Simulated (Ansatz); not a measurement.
Debugging a search for lower mean-field states of CH4FGe, SMILES [CH2][GeH2][F] (Ansatz 0.2.0, Python API).

The script, `states_ch4fge.py`:
```python
# -*- coding: utf-8 -*-
import warnings

import ansatz as az
from ase import Atoms
import numpy as np

warnings.simplefilter('ignore', az.DeckWarning)

atoms = Atoms(['C', 'Ge', 'F', 'H', 'H', 'H', 'H'], positions=[
    (-0.8008, 0.3904, -0.8024),
    (0.6211, -0.0503, 0.3577),
    (0.1415, -1.4464, 1.3035),
    (-1.0056, -0.4053, -1.4905),
    (-1.7412, 0.6692, -0.2208),
    (0.9459, 1.1575, 1.2981),
    (1.9004, -0.3831, -0.4913),
])
mol = az.Crystal.molecule_from_ase(atoms)
symbols = [site.symbol for site in mol.cartesian_sites]

start = np.array([site.position_ang for site in mol.cartesian_sites])
for factor in [1.0, 1.3]:
    xyz = (start - start.mean(axis=0)) * factor
    scaled = az.Crystal.molecule()
    for symbol, place in zip(symbols, xyz):
        scaled = scaled.atom(symbol, place.tolist())
    base = (
        scaled.calculation()
        .basis(gaussian='def2-SVP')
        .functional('b3lyp')
        .occupations('fermi_dirac', width=0.1)
        .spin('collinear', total=1)
    )
    for search in ('off', 'standard'):
        try:
            summary = base.scf(lower_state_search=search).run().report
        except az.AnsatzError as error:
            print(f'x{factor} search {search}: {type(error).__name__}')
            continue
        state = summary['mean_field']['state']
        print(f'all distances x{factor}, search {search:8s} E = {summary["free_energy_ev"]:.5f} eV  <S^2> = {abs(state["spin_squared"]):.3f}  other states met: {len(summary["mean_field"]["others"])}')
```

Running `python states_ch4fge.py` prints:
```text
x1.0 search off: RefusalError
x1.0 search standard: RefusalError
x1.3 search off: RefusalError
x1.3 search standard: RefusalError
```

Why does it end like this?

The fault: in this program a Gaussian-basis run takes no smearing. The correction:

```diff
--- before
+++ after
@@ -31,3 +31,2 @@
         .functional('b3lyp')
-        .occupations('fermi_dirac', width=0.1)
         .spin('collinear', total=1)
```

With that change:

Output of `python states_ch4fge.py`:
```text
all distances x1.0, search off      E = -60327.19421 eV  <S^2> = 0.753  other states met: 0
all distances x1.0, search standard E = -60327.19421 eV  <S^2> = 0.753  other states met: 0
all distances x1.3, search off      E = -60320.24276 eV  <S^2> = 0.757  other states met: 0
all distances x1.3, search standard E = -60320.24276 eV  <S^2> = 0.757  other states met: 4
```

Total energies depend on the basis set; only differences at equal settings carry meaning. The count of other states can hold repeated and symmetry-equivalent ends of the search; scaling all distances is a test, and for more than two atoms no physical path. The structure is a rough, unrelaxed start. The species is open-shell (spin multiplicity 2). b3lyp holds the VWN-RPA fit, as in Gaussian; the form of ORCA and Turbomole is b3lyp5. Timing: 14 s on 1 thread of Intel(R) Xeon(R) Platinum 8488C (Sapphire Rapids), on a shared host, peak memory 0.28 GiB.

(A comment or docstring line of the script was reworded after the run, the code is as it ran; lines on the test bed's own set-up are left out of the output.)
